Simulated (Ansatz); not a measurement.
# N on an O site in SnO

Aim: make a N on an O site in a supercell of 32 atoms of SnO, relax it, and find its formation energy, moment and surroundings.

Computed with Ansatz 0.2.0 (DFT PBEsol, scalar-relativistic, plane waves, PAW, unless a step's input says otherwise).

3 further runs of the same task are left out: 3 set aside as unsound or not needed.

## (1) Starting point

The structure is orthorhombic, space group Cmce (No. 64). The conventional cell has a = 5.381 Å, b = 5.381 Å, c = 9.495 Å, α = 90.00°, β = 90.00°, γ = 90.00°. Sn (site symmetry m) is surrounded by 4 O at 2.22 Å. O (site symmetry 2) has 4 Sn at 2.22 Å in its first shell of neighbours.

Structure file:

```xyz
8
Lattice="2.6905 -2.6905 0.0000 2.6905 2.6905 0.0000 0.0000 0.0000 9.4948" Properties=species:S:1:pos:R:3 pbc="T T T"
Sn    0.0000    0.0044   -0.0013
Sn    0.0000   -0.0044    4.7461
Sn    2.6905   -0.0043    2.4415
Sn    2.6905    0.0043    7.1889
O     4.0357   -1.3494    3.5938
O     1.3452    1.3494    8.3412
O     1.3452   -1.3494    3.5938
O     4.0357    1.3494    8.3412
```

This cell was relaxed beforehand with the same method: volume 17.18 Å³/atom, gap on the mesh none (metal).

## (2) Reference: the perfect crystal in the supercell

input.yaml

```yaml
crystal:
  lattice:
    - [5.3809106789, 5.3809514925, 0.0]
    - [5.3809106789, -5.3809514925, 0.0]
    - [0.0, 0.0, -9.494819992]
  atoms:
    - { symbol: Sn, position: [0.0004066127, 0.4995933873, 0.0001357424] }
    - { symbol: Sn, position: [0.5004066127, 0.4995933873, 0.0001357424] }
    - { symbol: Sn, position: [0.0004066127, 0.9995933873, 0.0001357424] }
    - { symbol: Sn, position: [0.5004066127, 0.9995933873, 0.0001357424] }
    - { symbol: Sn, position: [0.4995933873, 0.0004066127, 0.5001357424] }
    - { symbol: Sn, position: [0.9995933873, 0.0004066127, 0.5001357424] }
    - { symbol: Sn, position: [0.4995933873, 0.5004066127, 0.5001357424] }
    - { symbol: Sn, position: [0.9995933873, 0.5004066127, 0.5001357424] }
    - { symbol: Sn, position: [0.2495963991, 0.2504036009, 0.7428601638] }
    - { symbol: Sn, position: [0.7495963991, 0.2504036009, 0.7428601638] }
    - { symbol: Sn, position: [0.2495963991, 0.7504036009, 0.7428601638] }
    - { symbol: Sn, position: [0.7495963991, 0.7504036009, 0.7428601638] }
    - { symbol: Sn, position: [0.2504036009, 0.2495963991, 0.2428601638] }
    - { symbol: Sn, position: [0.7504036009, 0.2495963991, 0.2428601638] }
    - { symbol: Sn, position: [0.2504036009, 0.7495963991, 0.2428601638] }
    - { symbol: Sn, position: [0.7504036009, 0.7495963991, 0.2428601638] }
    - { symbol: O, position: [0.2496108801, 0.0003905015, 0.6215020469] }
    - { symbol: O, position: [0.7496108801, 0.0003905015, 0.6215020469] }
    - { symbol: O, position: [0.2496108801, 0.5003905015, 0.6215020469] }
    - { symbol: O, position: [0.7496108801, 0.5003905015, 0.6215020469] }
    - { symbol: O, position: [0.2503891199, 0.4996094985, 0.1215020469] }
    - { symbol: O, position: [0.7503891199, 0.4996094985, 0.1215020469] }
    - { symbol: O, position: [0.2503891199, 0.9996094985, 0.1215020469] }
    - { symbol: O, position: [0.7503891199, 0.9996094985, 0.1215020469] }
    - { symbol: O, position: [0.4996094985, 0.2503891199, 0.6215020469] }
    - { symbol: O, position: [0.9996094985, 0.2503891199, 0.6215020469] }
    - { symbol: O, position: [0.4996094985, 0.7503891199, 0.6215020469] }
    - { symbol: O, position: [0.9996094985, 0.7503891199, 0.6215020469] }
    - { symbol: O, position: [0.0003905015, 0.2496108801, 0.1215020469] }
    - { symbol: O, position: [0.5003905015, 0.2496108801, 0.1215020469] }
    - { symbol: O, position: [0.0003905015, 0.7496108801, 0.1215020469] }
    - { symbol: O, position: [0.5003905015, 0.7496108801, 0.1215020469] }
basis:
  ecutwfc: 420
  xc_grid: 2
kpoints:
  mp_grid: { grid: [4, 4, 3], shift: [0.5, 0.5, 0.0] }
hamiltonian:
  xc: pbesol
scf:
  occupations: { method: gaussian, width: 0.1 }
output:
  forces: true
  stress: true
  eigenvalues: true
```

Launch:

```console
ansatz run input.yaml --threads 4 --pin off --max-ram 10240MiB --backend cpu --events-out ev --progress --plain --runs-dir out
```

The session goes on with these runs: relaxing the defect.

**Question.** What will these runs give? Wanted: formation energy, neutral; nearest atoms after relaxation, one image of each, neutral.

**Answer**, as computed:

```
                                                  quantity                          value
                                 formation energy, neutral                        3.25 eV
nearest atoms after relaxation, one image of each, neutral  4 Sn at 2.17 Å, 4 O at 2.75 Å
```

The neutral defect costs 3.25 eV against the elements. Spin polarisation was off in the neutral run, so a moment could not show there. A cell of 32 sites leaves finite-size errors of tenths of an eV, or more where the defect fills or empties host bands. A distortion of lower symmetry was not tried. Spin polarisation is off in the runs that give these values; a magnetic solution could lie lower.
